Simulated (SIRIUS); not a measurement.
# SrNbO3 (Pm-3m) in SIRIUS: reference runs

Aim: a first look at SrNbO3 with PBEsol, on the cell as given.

All numbers are computed with SIRIUS 7.10.0; they aren't measurements. Logs are shortened: lines on timing, memory, paths and dates and some standing lists are left out, and cuts for length are marked. The log counts tension as positive stress, the text compression.

## Step 1: The structure

The structure is cubic, space group Pm-3m (No. 221). The conventional cell has a = 4.070 Å, b = 4.070 Å, c = 4.070 Å, α = 90.00°, β = 90.00°, γ = 90.00°. Nb (site symmetry m-3m) has 6 O at 2.03 Å as nearest neighbours. Sr (site symmetry m-3m) is surrounded by 12 O at 2.88 Å. Around O (site symmetry 4/mmm) lie 2 Nb at 2.03 Å.

The cell comes from a database or a generator and needn't be the stable form of this composition.

## Step 2: Single point, PBEsol

sirius.json reads:

```json
{
  "control": {
    "processing_unit": "cpu",
    "verbosity": 2,
    "num_bands_to_print": 30,
    "print_forces": true,
    "print_stress": true
  },
  "parameters": {
    "electronic_structure_method": "pseudopotential",
    "xc_functionals": ["XC_GGA_X_PBE_SOL", "XC_GGA_C_PBE_SOL"],
    "gk_cutoff": 9.2,
    "pw_cutoff": 18.4,
    "ngridk": [7, 7, 7],
    "shiftk": [0, 0, 0],
    "smearing": "fermi_dirac",
    "smearing_width": 0.0018374661,
    "num_bands": 30,
    "num_mag_dims": 0,
    "num_dft_iter": 100,
    "energy_tol": 1e-08,
    "density_tol": 1e-06
  },
  "iterative_solver": {
    "type": "davidson",
    "min_tolerance": 1e-09,
    "tolerance_scale": [0.1, 0.25]
  },
  "mixer": {
    "type": "anderson",
    "beta": 0.7,
    "max_history": 8
  },
  "settings": {
    "tol_ne": 1e-10,
    "pseudo_grid_cutoff": 6.5
  },
  "unit_cell": {
    "lattice_vectors": [
      [1.0, 0.0, 0.0],
      [0.0, 1.0, 0.0],
      [0.0, 0.0, 1.0]
    ],
    "lattice_vectors_scale": 7.6905990524,
    "atom_coordinate_units": "lattice",
    "atom_types": ["Nb", "Sr", "O"],
    "atom_files": {
      "Sr": "Sr.json",
      "O": "O.json",
      "Nb": "Nb.json"
    },
    "atoms": {
      "Nb": [
        [0.0, 0.0, 0.0]
      ],
      "Sr": [
        [0.5, 0.5, 0.5]
      ],
      "O": [
        [0.5, 0.0, 0.0],
        [0.0, 0.0, 0.5],
        [0.0, 0.5, 0.0]
      ]
    }
  }
}
```

Potentials or basis: PseudoDojo 0.4.1 PBEsol standard (scalar relativistic).

Run with:

```console
> upf_to_json Sr.upf
> upf_to_json O.upf
> upf_to_json Nb.upf
> OMP_NUM_THREADS=1 sirius.scf --input=sirius.json --output=out.json --task=0
```

The program printed:

```text
[info] SIRIUS version : 7.10.0
[info] number of MPI ranks           : 1
[info] MPI grid                      : 1 1
[info] maximum number of OMP threads : 1
[fft] FFT context for density and potential
[fft] =====================================
[fft]   comm size                             : 1
[fft]   plane wave cutoff                     : 18.4
[fft]   grid size                             : 48 48 48   total : 110592
[fft]   grid limits                           : -23 24   -23 24   -23 24
[fft]   number of G-vectors within the cutoff : 23969
[fft]   local number of G-vectors             : 23969
[fft]   number of G-shells                    : 1256
[fft] FFT context for coarse grid
[fft] =====================================
[fft]   comm size                             : 1
[fft]   plane wave cutoff                     : 18.4
[fft]   grid size                             : 48 48 48   total : 110592
[fft]   grid limits                           : -23 24   -23 24   -23 24
[fft]   number of G-vectors within the cutoff : 23969
[fft]   local number of G-vectors             : 23969
[fft]   number of G-shells                    : 1256
[unit cell] lattice vectors
[unit cell]   a1 :       7.6905990524      0.0000000000      0.0000000000
[unit cell]   a2 :       0.0000000000      7.6905990524      0.0000000000
[unit cell]   a3 :       0.0000000000      0.0000000000      7.6905990524
[unit cell] reciprocal lattice vectors
[unit cell]   b1 :       0.8169955636      0.0000000000      0.0000000000
[unit cell]   b2 :       0.0000000000      0.8169955636      0.0000000000
[unit cell]   b3 :       0.0000000000      0.0000000000      0.8169955636
[unit cell] unit cell volume :       454.86289415 [a.u.^3]
[unit cell] 1/sqrt(omega)    :         0.04688779
[unit cell] MT volume        :         0.00000000 ( 0.00%)
[unit cell] IT volume        :       454.86289415 (100.00%)
[unit cell] number of atom types : 3
[unit cell] type id : 0 symbol : Nb mt_radius :  16.590000 num_atoms : 1
[unit cell] type id : 1 symbol : Sr mt_radius :  18.330000 num_atoms : 1
[unit cell] type id : 2 symbol :  O mt_radius :   9.350000 num_atoms : 3
[unit cell] total number of atoms : 5
[unit cell] number of symmetry classes : 3
[unit cell] number of PAW atoms : 0
[unit cell] atom id  type id  class id             position                      vector_field
[... 402 lines left out ...]
[find] Energy
[find] --------------------------------------------------------------------------------
[find] valence_eval_sum               :      -6.55560716
[find] <rho|V^{XC}>                   :     -30.01247824
[find] <rho|E^{XC}>                   :     -33.70253907
[find] <mag|B^{XC}>                   :       0.00000000
[find] <rho|V^{H}>                    :      56.24194315
[find] one-electron contribution      :     -32.78507208 (Ha),     -65.57014415 (Ry)
[find] hartree contribution           :      28.12097157
[find] xc contribution                :     -33.70253907
[find] ewald contribution             :    -107.83251159
[find] PAW contribution               :       0.00000000
[find] smearing (-TS)                 :      -0.00033314
[find] SCF correction                 :       0.00004758
[find] Total energy                   :    -146.19910358 (Ha),    -292.39820716 (Ry)
[find] Free energy (E-TS)             :    -146.19943672 (Ha),    -292.39887344 (Ry)
[find] band gap (eV)                  :       0.00000000
[find] Efermi                         :       0.47696090
[ground_state] === stress tensor components [kbar] ===
[ground_state] === stress_kin ===
[ground_state] -25944.026557    0.000000    0.000000
[ground_state]     0.000000-25944.026557    0.000000
[ground_state]     0.000000    0.000000-25944.026557
[ground_state] === stress_har ===
[ground_state] -6062.980369    0.000000    0.000000
[ground_state]     0.000000-6062.980369   -0.000000
[ground_state]     0.000000   -0.000000-6062.980369
[ground_state] === stress_ewald ===
[ground_state] 23249.068730    0.000000    0.000000
[ground_state]     0.00000023249.068730   -0.000000
[ground_state]     0.000000   -0.00000023249.068730
[ground_state] === stress_vloc ===
[ground_state] 10366.717429    0.000000    0.000000
[ground_state]     0.00000010366.717429    0.000000
[ground_state]     0.000000    0.00000010366.717429
[ground_state] === stress_xc ===
[ground_state] -2290.646214    0.000000    0.000000
[ground_state]     0.000000-2290.646214   -0.000000
[ground_state]     0.000000   -0.000000-2290.646214
[ground_state] === stress_core ===
[ground_state]  8037.149791    0.000000    0.000000
[ground_state]     0.000000 8037.149791    0.000000
[ground_state]     0.000000    0.000000 8037.149791
[ground_state] === stress_nonloc ===
[ground_state] -7285.178073    0.000000    0.000000
[ground_state]     0.000000-7285.178073    0.000000
[ground_state]     0.000000    0.000000-7285.178073
[ground_state] === stress_us_nl ===
[ground_state] -7285.178073    0.000000    0.000000
[ground_state]     0.000000-7285.178073    0.000000
[ground_state]     0.000000    0.000000-7285.178073
[ground_state] === stress_total ===
[ground_state]    70.104737    0.000000    0.000000
[ground_state]     0.000000   70.104737    0.000000
[ground_state]     0.000000    0.000000   70.104737
[ground_state] ==== total Forces in Ha/bohr =====
[ground_state] atom:    0, force:       0.0000000      0.0000000      0.0000000
[ground_state] atom:    1, force:       0.0000000      0.0000000      0.0000000
[ground_state] atom:    2, force:       0.0000000      0.0000000      0.0000000
[ground_state] atom:    3, force:       0.0000000      0.0000000      0.0000000
[ground_state] atom:    4, force:       0.0000000      0.0000000      0.0000000
[ground_state] ==== ultrasoft contribution from Qij =====
[ground_state] atom:    0, force:       0.0000000      0.0000000      0.0000000
[ground_state] atom:    1, force:       0.0000000      0.0000000      0.0000000
[ground_state] atom:    2, force:       0.0000000      0.0000000      0.0000000
[ground_state] atom:    3, force:       0.0000000      0.0000000      0.0000000
[ground_state] atom:    4, force:       0.0000000      0.0000000      0.0000000
[ground_state] ==== non-local contribution from Beta-projector =====
[ground_state] atom:    0, force:       0.0000000      0.0000000      0.0000000
[ground_state] atom:    1, force:       0.0000000      0.0000000      0.0000000
[ground_state] atom:    2, force:       0.0000000      0.0000000      0.0000000
[ground_state] atom:    3, force:       0.0000000      0.0000000      0.0000000
[ground_state] atom:    4, force:       0.0000000      0.0000000      0.0000000
[ground_state] ==== contribution from local potential =====
[ground_state] atom:    0, force:       0.0000000      0.0000000      0.0000000
[ground_state] atom:    1, force:       0.0000000      0.0000000      0.0000000
[ground_state] atom:    2, force:       0.0000000      0.0000000      0.0000000
[ground_state] atom:    3, force:       0.0000000      0.0000000      0.0000000
[ground_state] atom:    4, force:       0.0000000      0.0000000      0.0000000
[ground_state] ==== contribution from core density =====
[ground_state] atom:    0, force:       0.0000000      0.0000000      0.0000000
[ground_state] atom:    1, force:       0.0000000      0.0000000      0.0000000
[ground_state] atom:    2, force:       0.0000000      0.0000000      0.0000000
[ground_state] atom:    3, force:       0.0000000      0.0000000      0.0000000
[ground_state] atom:    4, force:       0.0000000      0.0000000      0.0000000
[ground_state] ==== Ewald forces from ions =====
[ground_state] atom:    0, force:       0.0000000      0.0000000      0.0000000
[ground_state] atom:    1, force:       0.0000000      0.0000000      0.0000000
[ground_state] atom:    2, force:       0.0000000      0.0000000      0.0000000
[ground_state] atom:    3, force:       0.0000000      0.0000000      0.0000000
[ground_state] atom:    4, force:       0.0000000      0.0000000      0.0000000
[~DFT_ground_state] local op. applied: 21067
[~DFT_ground_state] evp. work count: 3032.06
[~DFT_ground_state] number of iterative solver steps: 1167
```

It took 1.7 min on 1 thread of Arm Neoverse V2, shared host; peak memory 0.55 GiB.

What came out:

| Property | Result |
| --- | --- |
| Free energy | -3978.2893 eV |
| Pressure | -7.0 GPa |
| Band gap on the k mesh | none (metal or under the smearing width) |

Caveat: an odd number of electrons without spin polarisation forces a metal; a magnetic or distorted state may lie lower.
